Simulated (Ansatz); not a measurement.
**C7H13ClO2: small, medium and large basis sets**

An exercise on one series of results from a longer session: the logs are not shown, and one member is left open.

The runs use Ansatz 0.2.0, Gaussian basis; one geometry, several basis sets.

Plan: PBE0-D4/def2-SVP; ωB97M-V/def2-SVP; PBE0-D4/def2-QZVPP; ωB97M-V/def2-QZVPP; the functionals' def2-TZVPP values are taken from earlier runs.

**The geometry**

An earlier PBE0-D4 in a triple-zeta def2 set relaxation fixed the geometry.

SMILES `CCCCOC(=O)CCCl`, 23 atoms, charge 0, spin multiplicity 1.

Atoms are counted from 1 here; the program's logs count them from 0.

Bond lengths: C1–C2 1.520 Å, C1–H11 1.092 Å, C1–H12 1.094 Å, C1–H13 1.092 Å, C2–C3 1.523 Å, C2–H14 1.096 Å, C2–H15 1.094 Å, C3–C4 1.513 Å, C3–H16 1.095 Å, C3–H17 1.097 Å, C4–O5 1.436 Å, C4–H18 1.090 Å, C4–H19 1.091 Å, O5–C6 1.334 Å, C6–O7 1.203 Å, C6–C8 1.505 Å, C8–C9 1.509 Å, C8–H20 1.093 Å and more. Angles: C2–C1–H11 111.6°, C2–C1–H12 111.0°, C2–C1–H13 110.9°, H11–C1–H12 108.2°, H11–C1–H13 107.3°, H12–C1–H13 107.6°, C1–C2–C3 114.1°, C1–C2–H14 109.8°, C1–C2–H15 109.5°, C3–C2–H14 109.4°, C3–C2–H15 108.1°, H14–C2–H15 105.7°, C2–C3–C4 114.9°, C2–C3–H16 109.9°, C2–C3–H17 109.5°, C4–C3–H16 108.4°, C4–C3–H17 107.2°, H16–C3–H17 106.5° and more.

Set-up of the first run:

Input file in.yaml:

```yaml
crystal:
  periodic: [false, false, false]
  atoms:
    - {symbol: C, position_ang: [-0.877369, -2.145453, -1.423498]}
    - {symbol: C, position_ang: [-1.002065, -1.942209, 0.077430]}
    - {symbol: C, position_ang: [-2.044242, -0.906361, 0.479247]}
    - {symbol: C, position_ang: [-1.732313, 0.510425, 0.050697]}
    - {symbol: O, position_ang: [-0.571825, 0.995907, 0.743932]}
    - {symbol: C, position_ang: [0.554181, 1.158304, 0.047113]}
    - {symbol: O, position_ang: [0.672106, 0.950507, -1.132060]}
    - {symbol: C, position_ang: [1.664297, 1.642371, 0.940501]}
    - {symbol: C, position_ang: [2.947450, 1.834614, 0.169384]}
    - {symbol: Cl, position_ang: [4.243633, 2.403940, 1.251666]}
    - {symbol: H, position_ang: [-0.526200, -1.241238, -1.924381]}
    - {symbol: H, position_ang: [-1.839165, -2.427997, -1.861996]}
    - {symbol: H, position_ang: [-0.164770, -2.941178, -1.651244]}
    - {symbol: H, position_ang: [-0.029300, -1.660479, 0.495406]}
    - {symbol: H, position_ang: [-1.264683, -2.891674, 0.554314]}
    - {symbol: H, position_ang: [-2.180002, -0.917160, 1.565356]}
    - {symbol: H, position_ang: [-3.013593, -1.172182, 0.040999]}
    - {symbol: H, position_ang: [-1.560283, 0.588809, -1.022767]}
    - {symbol: H, position_ang: [-2.543075, 1.184579, 0.332141]}
    - {symbol: H, position_ang: [1.798810, 0.921126, 1.750984]}
    - {symbol: H, position_ang: [1.348550, 2.574820, 1.415678]}
    - {symbol: H, position_ang: [3.286442, 0.904052, -0.280808]}
    - {symbol: H, position_ang: [2.833407, 2.576456, -0.618098]}
basis:
  gaussian: {orbitals: def2-SVP}
hamiltonian: {xc: pbe0, dispersion: d4}
output: {orbitals: {seedname: orbitals}}
```

On the command line:

```sh
> ansatz run in.yaml --threads 4 --pin off --events-out ev --progress --plain --max-ram 41984MiB --backend cpu
```

Among the steps run: PBE0-D4 in def2-SVP; ωB97M-V in def2-SVP; PBE0-D4 in def2-QZVPP; ωB97M-V in def2-QZVPP.

One of the session's tables, all rows but one given; the rest of the session is left out.

It belongs to the step «Density functionals: the series». 

| functional | basis | HOMO (eV) | LUMO (eV) |
| --- | --- | --- | --- |
| PBE0-D4 | def2-SVP | -8.05 | 0.26 |
| PBE0-D4 | def2-TZVPP | -8.17 | 0.12 |
| PBE0-D4 | def2-QZVPP | ? | ? |
| ωB97M-V | def2-SVP | -10.38 | 2.57 |
| ωB97M-V | def2-TZVPP | -10.55 | 2.21 |
| ωB97M-V | def2-QZVPP | -10.58 | 1.61 |

**Question.** Estimate the row for PBE0-D4, def2-QZVPP.

**Answer.** HOMO (eV): -8.20; LUMO (eV): 0.06. In the column «HOMO (eV)» it lies between ωB97M-V, def2-SVP (-10.38) and PBE0-D4, def2-TZVPP (-8.17).
